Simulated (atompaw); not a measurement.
# Gd: the cost of one run

Program: atompaw 4.2.0.5. Reference atom: PBE, scalar-relativistic, spherical and spin-unpolarised. All values are calculated.

## Step 1: The atom and the settings

The settings as typed:

* element: gadolinium (Gd, Z = 64)
* type: PAW
* frozen core: [Kr] 4d10
* valence charge: 18
* reference configuration: 4f7 5s2 5p6 5d1 6s2 6p0
* partial waves: 5s (bound): rc 2.35 bohr; 6s (bound): rc 2.45 bohr; 5p (bound): rc 1.85 bohr; 6p (bound, empty): rc 3.00 bohr; 5d (bound): rc 3.00 bohr; 5d channel at 0.4 Ry: rc 3.00 bohr; 4f (bound): rc 1.15 bohr; 4f channel at 0.2 Ry: rc 1.15 bohr
* local potential: troulliermartins scheme with l = 4 at -0.5 Ry, radius 2.05 bohr
* core correction: smooth core density matched at 2.50 bohr
* augmentation charge: besselshape compensation charge, radius 2.70 bohr; PAW radius 3.00 bohr; waves and projectors: custom polynom vanderbiltortho

The nodes and maxima of the atom's own shells, from an earlier all-electron run, set the scale for the radii.

All-electron outer shells of the reference configuration (PBE, scalar-relativistic, ld1.x):

```
shell  level (eV)  outermost node (bohr)  outermost maximum (bohr)
   4p     -276.39                   0.29                      0.54
   4d     -147.72                   0.27                      0.56
   5s      -49.74                   0.65                      1.20
   5p      -27.26                   0.70                      1.35
   4f       -8.70                      –                      0.56
   6s       -4.13                   1.60                      3.37
   5d       -2.53                   0.79                      1.95
   6p       -1.33                   1.93                      4.55
```

## Step 2: Generation

Input file Gd.input:

```
Gd 64
GGA-PBE scalarrelativistic loggrid 2001 logderivrange -6 5 276
6 6 5 4 0 0
6 1 0
5 2 1
4 3 7
0 0 0
c
c
c
c
v
v
c
c
c
v
v
c
c
v
v
3
3.00 2.70 2.05 2.50
n
n
y
0.4
n
y
0.2
n
custom polynom vanderbiltortho besselshape
4 -0.5 troulliermartins
2.35
2.45
1.85
3.00
3.00
3.00
1.15
1.15
PWSCFOUT
UPFDX 0.0125d0 UPFXMIN -7.d0 UPFZMESH 64.d0
END
```

Launch:

```
$ atompaw < Gd.input > Gd.log
```

**Question.** How long does this run take on 1 thread of Intel Xeon 6975P-C, shared host?

About 9.4 s.
